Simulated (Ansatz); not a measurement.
# CH6BNOSi: molecular dynamics

Aim: follow the molecule's vibrations and see whether its bonds hold. The start is relaxed first. Runs: 500 steps of 0.25 fs under a Nosé-Hoover thermostat at 500 K. SMILES of the start: O[SiH]1CBN1.

All numbers below are computed with Ansatz 0.2.0 (RKS PBE-D4/STO-3G).

### Step 1. The starting structure

Bond lengths: O1–Si2 1.671 Å, Si2–C3 1.791 Å, C3–B4 1.669 Å, Si2–N5 1.764 Å, B4–N5 1.584 Å, O1–H6 1.061 Å, Si2–H7 1.485 Å, C3–H8 1.062 Å, C3–H9 1.138 Å, B4–H10 1.135 Å, N5–H11 1.051 Å. Angles (14 of 19 angles, heavy atoms first): O1–Si2–C3 111.1°, O1–Si2–N5 109.6°, C3–Si2–N5 79.0°, Si2–C3–B4 94.3°, C3–B4–N5 88.0°, Si2–N5–B4 98.5°, O1–Si2–H7 119.5°, C3–Si2–H7 116.9°, N5–Si2–H7 113.6°, Si2–O1–H6 104.2°, Si2–C3–H8 116.3°, Si2–C3–H9 109.8°, B4–C3–H8 113.7°, B4–C3–H9 106.5°.

As a file:

```xyz
11

O    -2.0601    0.3264    0.3673
Si   -0.4349    0.6321    0.6066
C     0.5110    0.2808   -0.8729
B     1.2524   -1.0698   -0.2305
N     0.3853   -0.8564    1.0779
H    -2.4122    1.1839   -0.1494
H    -0.0223    1.8165    1.4017
H    -0.0493    0.0831   -1.7526
H     1.3254    1.0647   -1.0059
H     1.9167   -1.9140   -0.5975
H    -0.3465   -1.6043    1.1759
```

### Step 2. Preparing the start

File input.yaml:

```yaml
crystal:
  periodic: [false, false, false]
  atoms:
    - { symbol: O, position_ang: [-2.0601, 0.3264, 0.3673] }
    - { symbol: Si, position_ang: [-0.4349, 0.6321, 0.6066] }
    - { symbol: C, position_ang: [0.511, 0.2808, -0.8729] }
    - { symbol: B, position_ang: [1.2524, -1.0698, -0.2305] }
    - { symbol: "N", position_ang: [0.3853, -0.8564, 1.0779] }
    - { symbol: H, position_ang: [-2.4122, 1.1839, -0.1494] }
    - { symbol: H, position_ang: [-0.0223, 1.8165, 1.4017] }
    - { symbol: H, position_ang: [-0.0493, 0.0831, -1.7526] }
    - { symbol: H, position_ang: [1.3254, 1.0647, -1.0059] }
    - { symbol: H, position_ang: [1.9167, -1.914, -0.5975] }
    - { symbol: H, position_ang: [-0.3465, -1.6043, 1.1759] }
basis:
  gaussian: { orbitals: STO-3G }
hamiltonian:
  xc: pbe
  dispersion: d4
relax:
  f_tol: 0.02
  max_steps: 40
scf:
  lower_state_search: "off"
```

Command:

```console
$ ansatz run input.yaml --threads 1 --pin off --max-ram 2048MiB --backend cpu --events-out ev --progress --plain --runs-dir out
```

After this run come: The run.

Before running it: what results should come out? Wanted: relaxation of the start; temperature, first and last step; temperature, second half; potential energy, second half; largest change of the conserved energy; bonds formed or broken.

The runs gave:

| quantity | value |
| --- | --- |
| relaxation of the start | 12 moves, 2.438 eV lower |
| length | 500 steps of 0.25 fs |
| temperature, first and last step | 500 and 323 K |
| temperature, second half | mean 261 K, from 165 to 323 K |
| potential energy, second half | +27 meV/atom from the start |
| largest change of the conserved energy | 0.01 meV/atom |
| bonds formed or broken | 0 |

**Reading.** Against a set 500 K the second half averages 261 K with a spread of 44 K; 27 meV/atom has gone into potential energy, and a thermostat that acts over some 300 fs has not made it up in 125 fs. The conserved energy strays from its start by at most 0.01 meV/atom, under 0.1 % of the mean kinetic energy, so a step of 0.25 fs is short enough over this time. The bonds all hold. A run of 125 fs with 11 atoms shows the motion but fixes no equilibrium value. In so small a basis the energies are only a sketch.
